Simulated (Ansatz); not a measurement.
# C₆H₄BClF₆O₂: up Jacob's ladder to CCSD(T)

One table from this session's results is given with a row withheld; the runs are named, their logs left out.

Method: functionals in def2-TZVPP, the program's frozen cores in correlated methods; program: Ansatz 0.2.0, Gaussian basis.

The runs, in order: LDA (SPW92), PBE-D4, revPBE-D4, BLYP-D4, r2SCAN-D4, B97M-V, PBE0-D4, B3LYP-D4, r2SCANh-D4, r2SCAN0-D4, HSE06-D4, BHLYP-D4, CAM-B3LYP-D4, LC-ωPBE, ωB97X-V, ωB97M-V, B2PLYP, PBE-QIDH; CCSD(T)/def2-SVP; CCSD(T)/def2-TZVPP; MP2/def2-QZVPP; extrapolation to the limit; RPA on PBE.

## The relaxed structure

The geometry comes from an earlier relaxation with PBE0-D4 in a triple-zeta def2 set; it is a stationary point, not always the lowest conformer.

SMILES `C[B-]1(Cl)OC(C(F)(F)F)=CC(C(F)(F)F)=[O+]1`, 20 atoms, charge 0, spin multiplicity 1.

Atoms are counted from 1 here; the program's logs count them from 0.

Bond lengths: C1–B2 1.570 Å, C1–H17 1.092 Å, C1–H18 1.094 Å, C1–H19 1.092 Å, B2–Cl3 1.837 Å, B2–O4 1.534 Å, B2–O16 1.534 Å, O4–C5 1.264 Å, C5–C6 1.529 Å, C5–C10 1.384 Å, C6–F7 1.330 Å, C6–F8 1.329 Å, C6–F9 1.325 Å, C10–C11 1.384 Å, C10–H20 1.076 Å, C11–C12 1.529 Å, C11–O16 1.264 Å, C12–F13 1.325 Å and more. Angles: B2–C1–H17 110.7°, B2–C1–H18 111.8°, B2–C1–H19 110.7°, H17–C1–H18 108.0°, H17–C1–H19 107.6°, H18–C1–H19 108.0°, C1–B2–Cl3 116.4°, C1–B2–O4 110.9°, C1–B2–O16 110.9°, Cl3–B2–O4 106.2°, Cl3–B2–O16 106.2°, O4–B2–O16 105.6°, B2–O4–C5 120.9°, O4–C5–C6 113.9°, O4–C5–C10 124.5°, C6–C5–C10 121.5°, C5–C6–F7 111.0°, C5–C6–F8 109.8° and more.

Set-up of the first run:

in.yaml

```yaml
crystal:
  periodic: [false, false, false]
  atoms:
    - {symbol: C, position_ang: [-0.827598, -0.467063, 2.709224]}
    - {symbol: B, position_ang: [0.130351, -0.060666, 1.534177]}
    - {symbol: Cl, position_ang: [1.821009, 0.478707, 2.009126]}
    - {symbol: O, position_ang: [-0.468922, 1.086550, 0.711101]}
    - {symbol: C, position_ang: [-0.215410, 1.202313, -0.521816]}
    - {symbol: C, position_ang: [-0.689476, 2.522167, -1.130603]}
    - {symbol: F, position_ang: [-0.361894, 2.599617, -2.417736]}
    - {symbol: F, position_ang: [-2.011064, 2.617075, -1.026120]}
    - {symbol: F, position_ang: [-0.136297, 3.543072, -0.491731]}
    - {symbol: C, position_ang: [0.376734, 0.220278, -1.296169]}
    - {symbol: C, position_ang: [0.532648, -1.006796, -0.675978]}
    - {symbol: C, position_ang: [0.928232, -2.255712, -1.464079]}
    - {symbol: F, position_ang: [2.011830, -2.804557, -0.934028]}
    - {symbol: F, position_ang: [1.182405, -1.957773, -2.735554]}
    - {symbol: F, position_ang: [-0.061486, -3.142166, -1.429174]}
    - {symbol: O, position_ang: [0.313109, -1.222814, 0.549944]}
    - {symbol: H, position_ang: [-0.405807, -1.296314, 3.281095]}
    - {symbol: H, position_ang: [-1.811696, -0.774781, 2.342909]}
    - {symbol: H, position_ang: [-0.969778, 0.368986, 3.397272]}
    - {symbol: H, position_ang: [0.571209, 0.359378, -2.345759]}
basis:
  gaussian: {orbitals: def2-TZVPP}
hamiltonian: {xc: lda}
output: {orbitals: {seedname: orbitals}}
```

On the command line:

```bash
$ ansatz run in.yaml --threads 11 --pin off --events-out ev --progress --plain --max-ram 174080MiB --backend cuda --devices 0, --max-vram 75GiB
```

Among the steps run: LDA; PBE-D4 (GGA); revPBE-D4 (GGA); BLYP-D4 (GGA); r2SCAN-D4 (meta-GGA); B97M-V (meta-GGA); B3LYP-D4 (hybrid); r2SCANh-D4 (hybrid); r2SCAN0-D4 (hybrid); HSE06-D4 (hybrid); BHLYP-D4 (hybrid); CAM-B3LYP-D4 (range-separated); LC-ωPBE (range-separated); ωB97X-V (range-separated); ωB97M-V (range-separated); B2PLYP (double hybrid); PBE-QIDH (double hybrid).

One table of the session follows, with a row left open; its other results are not shown here.

It belongs to the step «Frontier levels by functional». 

```
  functional  HOMO (eV)  LUMO (eV)  gap (eV)
 LDA (SPW92)      -7.17      -4.84      2.33
      PBE-D4      -7.00      -4.52      2.47
   revPBE-D4      -6.93      -4.40      2.52
     BLYP-D4      -6.86      -4.41      2.45
   r2SCAN-D4      -7.32      -4.52      2.81
      B97M-V      -7.42      -4.41      3.01
     PBE0-D4      -8.35      -3.79      4.56
    B3LYP-D4      -8.10      -4.00      4.11
  r2SCANh-D4      -7.82      -4.23      3.59
  r2SCAN0-D4      -8.57      -3.79      4.78
    HSE06-D4      -7.95      -4.17      3.78
    BHLYP-D4      -9.58      -2.86      6.72
CAM-B3LYP-D4      -9.72      -2.74      6.99
     LC-ωPBE          ?          ?         ?
     ωB97X-V     -10.72      -1.63      9.09
     ωB97M-V     -10.59      -1.67      8.92
```

**Question.** Estimate the row for LC-ωPBE.

**Answer.** HOMO (eV): -11.07; LUMO (eV): -1.63; gap (eV): 9.45. In the column «HOMO (eV)» it is the lowest.
